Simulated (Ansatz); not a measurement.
# CH6SeSi, SMILES [SiH3]C[SeH]: a rigid scan of one bond angle

With the Ansatz DFT code, driven from Python.

The cells in order, each with its output:

**Cell 1**
```python
import ansatz as az
from ase import Atoms

atoms = Atoms(['Si', 'C', 'Se', 'H', 'H', 'H', 'H', 'H', 'H'], positions=[
    (-0.8649, -0.0809, -0.6144),
    (0.8533, 0.2187, -0.0908),
    (1.2462, -0.9776, 1.3666),
    (-1.0224, -1.4184, -1.063),
    (-1.2192, 0.8622, -1.7607),
    (-1.8143, 0.2671, 0.4986),
    (1.559, 0.0103, -0.9398),
    (1.0354, 1.2899, 0.2295),
    (0.3155, -0.2177, 2.3568),
])
```

**Cell 2**
```python
first = az.Crystal.molecule_from_ase(atoms).calculation()
first = first.basis(gaussian='def2-SVP')
first = first.functional('r2scan')
first = first.relax(force_tolerance=0.02, max_steps=80)
atoms.positions = first.run(threads=1, backend='cpu').report['positions_ang']

rows = []
for angle in [90, 100, 110, 120, 135, 150, 165, 179]:
    bent = atoms.copy()
    bent.set_angle(1, 2, 8, angle, indices=[8])
    calculation = (
        az.Crystal.molecule_from_ase(bent).calculation()
        .basis(gaussian='def2-SVP')
        .functional('r2scan')
    )
    rows.append((angle, calculation.run(threads=1, backend='cpu').report['free_energy_ev']))
floor = min(e for _, e in rows)
for angle, e in rows:
    print(f'angle C1-Se2-H8 = {angle:3d} deg   {1000 * (e - floor):9.1f} meV')
```
Output:
```text
angle C1-Se2-H8 =  90 deg         1.1 meV
angle C1-Se2-H8 = 100 deg         0.0 meV
angle C1-Se2-H8 = 110 deg       147.1 meV
angle C1-Se2-H8 = 120 deg       425.6 meV
angle C1-Se2-H8 = 135 deg      1057.2 meV
angle C1-Se2-H8 = 150 deg      1888.6 meV
angle C1-Se2-H8 = 165 deg      2776.0 meV
angle C1-Se2-H8 = 179 deg      3262.6 meV
```

The scan is rigid, and the energies are electronic, in a modest basis. The zero is the lowest point of the grid, which needn't be the minimum. Wall time of the script: 110 s on 1 thread of Arm Neoverse V2, with other jobs on the host, peak memory 0.22 GiB.
